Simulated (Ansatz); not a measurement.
# Ba2PdO3: the cost of one run

Method: DFT LDA+U (U_eff = 8 eV on Pd d), plane waves, PAW, in Ansatz 0.2.0.

1 further run of the same task is left out (it didn't finish).

## Step 1: The starting structure

The structure is orthorhombic, space group Immm (No. 71). The conventional cell has a = 3.836 Å, b = 4.080 Å, c = 13.335 Å, α = 90.00°, β = 90.00°, γ = 90.00°. Ba (site symmetry mm2) is surrounded by 7 O at 2.69 to 2.80 Å. Around Pd (site symmetry mmm) lie 4 O at 2.03 to 2.04 Å. O (site symmetry mmm) has 2 Pd at 2.04 Å and 4 Ba at 2.73 Å as nearest neighbours. Around O (site symmetry mm2) lie 1 Pd at 2.03 Å and 5 Ba at 2.69 to 2.80 Å.

Coordinates:

```xyz
6
Lattice="-1.9181 2.0400 6.6675 1.9181 -2.0400 6.6675 1.9181 2.0400 -6.6675" Properties=species:S:1:pos:R:3 pbc="T T T"
Ba    0.0000    0.0000    8.6157
Ba    0.0000    0.0000    4.7193
Pd    0.0000    0.0000    0.0000
O     0.0000    2.0400    0.0000
O     0.0000    0.0000   11.3094
O     0.0000    0.0000    2.0256
```

An earlier series on this cell reached its lowest free state from «ferromagnetic start, free, natural orbitals of the symmetric run filled by rank», perhaps among other starts (it ended without moments).

## Step 2: Total moment locked at zero, no site moments, 0.00 μB per cell

input.yaml

```yaml
crystal:
  lattice:
    - [-1.9181001, 2.04000011, 6.66750036]
    - [1.9181001, -2.04000011, 6.66750036]
    - [1.9181001, 2.04000011, -6.66750036]
  atoms:
    - { symbol: Ba, position: [0.6461, 0.6461, 0.0] }
    - { symbol: Ba, position: [0.3539, 0.3539, 0.0] }
    - { symbol: Pd, position: [0.0, 0.0, 0.0] }
    - { symbol: O, position: [0.5, 0.0, 0.5] }
    - { symbol: O, position: [0.8481, 0.8481, 0.0] }
    - { symbol: O, position: [0.1519, 0.1519, 0.0] }
basis:
  ecutwfc: 420
  ecutrho_ratio: 4
kpoints:
  mp_grid: { grid: [7, 7, 7] }
hamiltonian:
  xc: lda
  hubbard: { sites: [{ site: 2, l: d, u_eff: 8.0 }] }
scf:
  occupations: { method: gaussian, width: 0.05 }
  lower_state_search: "off"
  max_iter: 150
output:
  forces: true
  stress: true
  eigenvalues: true
  populations: true
  hubbard: { sites: [{ site: 2, l: d }] }
magnetization:
  spin_polarized: true
  initial_magnetization: 0.0
  spin_locking: { lock_magnetization: hard }
```

The lock stays on to the end, so the result is a constrained state.

The run is started by

```bash
> ansatz run input.yaml --threads 4 --pin off --max-ram 6144MiB --backend cpu --events-out ev --progress --plain --runs-dir out
```

What time and memory should one allow on 4 threads of Intel Xeon 6975P-C (Granite Rapids), shared host?

About 4.9 s, with a peak of 0.78 GiB.
